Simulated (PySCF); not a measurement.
**The bond of BeF, level by level**

An exercise on one series of results from a longer session: the logs are not shown, and one member is left open.

Computed with PySCF 2.14.0. Level: Be STO-3G, F STO-3G, no relativity.

Set-up of the first run:

A driver script around PySCF takes these settings:

```json
{"atoms": "Be, F", "charge": "0", "basis": "Be STO-3G, F STO-3G", "Hamiltonian": "no relativity", "basis functions": "10", "electrons treated": "13", "masses in u": "9.0122, 18.9984", "levels": "PBE0, PBE, r²SCAN, BHandHLYP, PBEsol, LDA, HSE06, HF, MP2, SCS-MP2, CCSD, CCSD(T)", "grid": "80 radial by 434 angular points", "occupations": "held fixed by the projection of orbital angular momentum", "dissociation limit": "Be + F, each in its ground configuration", "starting distance in angstrom": "1.575", "values of 2S to try": "1, 3"}
```

Started as:

```bash
> OMP_NUM_THREADS=1 python dia.py task.json out
```

Steps of the session up to this table: Input; First curve: PBE0; Excited determinants; PBE; r²SCAN (meta-GGA); BHandHLYP (global hybrid GGA); PBEsol; LDA (local density); HSE06 (range-separated hybrid); UHF (mean field); MP2 and coupled cluster.

One of the session's tables, all rows but one given; the rest of the session is left out.

It belongs to the step «The curves together». Energy (eV) from each level's lowest point:

| R (Å) | UHF | UHF-MP2 | UHF-SCS-MP2 | UHF-CCSD | UHF-CCSD(T) |
| --- | --- | --- | --- | --- | --- |
| 1.136 | 0.987 | 1.107 | 1.090 | n/a | n/a |
| 1.189 | 0.390 | 0.466 | 0.454 | 0.458 | 0.517 |
| 1.242 | 0.086 | 0.123 | 0.117 | 0.120 | 0.156 |
| 1.281 | 0.000 | 0.013 | 0.010 | 0.012 | 0.030 |
| 1.321 | 0.008 | 0.000 | 0.000 | 0.000 | 0.000 |
| 1.361 | 0.090 | 0.064 | 0.066 | 0.064 | 0.045 |
| 1.413 | 0.286 | 0.242 | 0.246 | 0.238 | 0.196 |
| 1.480 | ? | ? | ? | ? | ? |
| 1.559 | 1.139 | 1.075 | 1.073 | 1.035 | 0.939 |
| 1.665 | 1.895 | 1.849 | 1.827 | n/a | n/a |

Q: Estimate the row for R (Å) = 1.480 from the others.

Worked estimate for «UHF». A straight line through the neighbours (1.413, 0.286) and (1.559, 1.139) gives 0.286 + (1.139 − 0.286) × (1.480 − 1.413) / (1.559 − 1.413) = 0.677; a parabola fitted to 4 rows on both sides gives 0.648.

As computed: UHF: 0.631; UHF-MP2: 0.572; UHF-SCS-MP2: 0.576; UHF-CCSD: 0.558; UHF-CCSD(T): 0.489. In «UHF» the line misses by +0.046 and the parabola by +0.017.

State 2 has its PBE0 minimum 7.47 eV higher. The other levels ran on the lowest alone.
